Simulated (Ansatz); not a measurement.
# WSe2 (2H sheet): the cost of one run

Computed with Ansatz 0.2.0 (DFT PBE, scalar-relativistic, plane waves, PAW, unless a step's input says otherwise).

3 further runs of the same task are left out: 3 set aside as unsound or not needed.

## 1. The system as given

Symmetry: P-6m2, No. 187, hexagonal system. The conventional cell has a = 3.320 Å, b = 3.320 Å, c = 30.592 Å, α = 90.00°, β = 90.00°, γ = 120.00°. W (site symmetry -6m2) has 6 Se at 2.55 Å in its first shell of neighbours. Se (site symmetry 3m) has 3 W at 2.55 Å in its first shell of neighbours.

Coordinates:

```
CELL_PARAMETERS angstrom
3.32019 0.00000 0.00000
-1.66010 2.87537 0.00000
0.00000 0.00000 30.59208
ATOMIC_POSITIONS crystal
W 0.33333 0.66667 0.29419
Se 0.66667 0.33333 0.34905
Se 0.66667 0.33333 0.23933
```

This sheet was relaxed beforehand with the same method; its gap on the mesh is 1.55 eV.

## 2. Building the zigzag ribbon, N = 3

The ribbon is cut from the relaxed sheet, periodic along c; N counts formula units a period. The edge energy is the mean of both edges over the sheet, -7108.2197 eV an atom.

The cell holds 3 W, 6 Se: a = 15.700 Å, b = 12.700 Å, c = 3.320 Å, α = 90.00°, β = 90.00°, γ = 90.00°.

## 3. Relaxation

Pressure and volume refer to the whole cell with its vacuum; only the period along c may change.

The input, input.yaml:

```yaml
crystal:
  lattice:
    - [15.7, 0.0, 0.0]
    - [0.0, 12.7, 0.0]
    - [0.0, 0.0, 3.3201913073]
  atoms:
    - { symbol: W, position: [0.3473795107, 0.5, 0.0] }
    - { symbol: W, position: [0.5305240979, 0.5, 0.5] }
    - { symbol: W, position: [0.713668685, 0.5, 0.0] }
    - { symbol: Se, position: [0.286331315, 0.6321480989, 0.5] }
    - { symbol: Se, position: [0.4694759021, 0.6321480989, 0.0] }
    - { symbol: Se, position: [0.6526204893, 0.6321480989, 0.5] }
    - { symbol: Se, position: [0.286331315, 0.3678519011, 0.5] }
    - { symbol: Se, position: [0.4694759021, 0.3678519011, 0.0] }
    - { symbol: Se, position: [0.6526204893, 0.3678519011, 0.5] }
basis:
  ecutwfc: 420
kpoints:
  mp_grid: { grid: [1, 1, 16] }
hamiltonian:
  xc: pbe
scf:
  occupations: { method: gaussian, width: 0.05 }
output:
  forces: true
  stress: true
  eigenvalues: true
  populations: true
  write_density: true
  write_potential: true
  elf: true
  volumetric_format: npy
relax:
  adjacent_minimum: "off"
  f_tol: 0.02
  max_steps: 45
  cell: { fix: [a, b, alpha, beta, gamma], stress_tol: 0.03 }
```

On the command line:

```console
$ ansatz run input.yaml --threads 4 --pin off --max-ram 11264MiB --backend cpu --events-out ev --progress --plain --runs-dir out
```

What time and memory should one allow on 4 threads of Intel Xeon 6975P-C (Granite Rapids), shared host?

About 77 s, with a peak of 1.6 GiB.
